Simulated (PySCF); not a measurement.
# InC: bond curves at several levels of theory

One table from this session's results is given with a row withheld; the runs are named, their logs left out.

Computed with PySCF 2.14.0. Level: In x2c-SVPall, C x2c-SVPall, spin-free X2C with a Gaussian nucleus.

Set-up of the first run:

A driver script around PySCF takes these settings:

```yaml
atoms: In, C
charge: 0
basis: In x2c-SVPall, C x2c-SVPall
Hamiltonian: spin-free X2C with a Gaussian nucleus
basis_functions: 50
electrons_treated: 55
masses_in_u: 114.9039, 12.0000
levels: PBE0, PBE, r²SCAN, LDA, M06-2X, revPBE, LC-ωPBE, HF, MP2, SCS-MP2, CCSD, CCSD(T)
grid: 80 radial by 434 angular points
occupations: held fixed by the projection of orbital angular momentum
dissociation_limit: In + C, each in its ground configuration
starting_distance_in_angstrom: 2.100
values_of_2S_to_try: 1, 3
```

Command:

```
$ OMP_NUM_THREADS=1 python dia.py task.json out
```

Among the steps run: The job; First curve: PBE0; Other states along the same grid; PBE (GGA); r²SCAN; LDA; M06-2X (hybrid meta-GGA); revPBE (GGA); LC-ωPBE (range-separated hybrid); UHF (mean field); Correlated methods on the Hartree–Fock reference.

One table of the session follows, with a row left open; its other results are not shown here.

It belongs to the step «The curves together». Energy (eV) from each level's lowest point:

```
R (Å)    UHF  UHF-MP2  UHF-SCS-MP2  UHF-CCSD  UHF-CCSD(T)
1.900  0.889    0.788        0.809       n/a          n/a
1.988  0.420    0.360        0.374     0.352        0.349
2.076  0.151    0.119        0.128     0.116        0.115
2.143  0.045    0.030        0.034     0.029        0.029
2.209  0.000    0.000        0.000     0.000        0.000
2.275  0.003    0.015        0.011     0.015        0.015
2.364  0.060    0.087        0.078     0.085        0.085
2.474      ?        ?            ?         ?            ?
2.607  0.400    0.462        0.442     0.447        0.445
2.783  0.713    0.803        0.773       n/a          n/a
```

Estimate the missing values for R (Å) = 2.474.

Worked estimate for «UHF». A straight line through the neighbours (2.364, 0.060) and (2.607, 0.400) gives 0.060 + (0.400 − 0.060) × (2.474 − 2.364) / (2.607 − 2.364) = 0.214; a parabola fitted to 4 rows on both sides gives 0.199.

**Answer.** UHF: 0.191; UHF-MP2: 0.235; UHF-SCS-MP2: 0.221; UHF-CCSD: 0.228; UHF-CCSD(T): 0.227. In «UHF» the line misses by +0.023 and the parabola by +0.008.
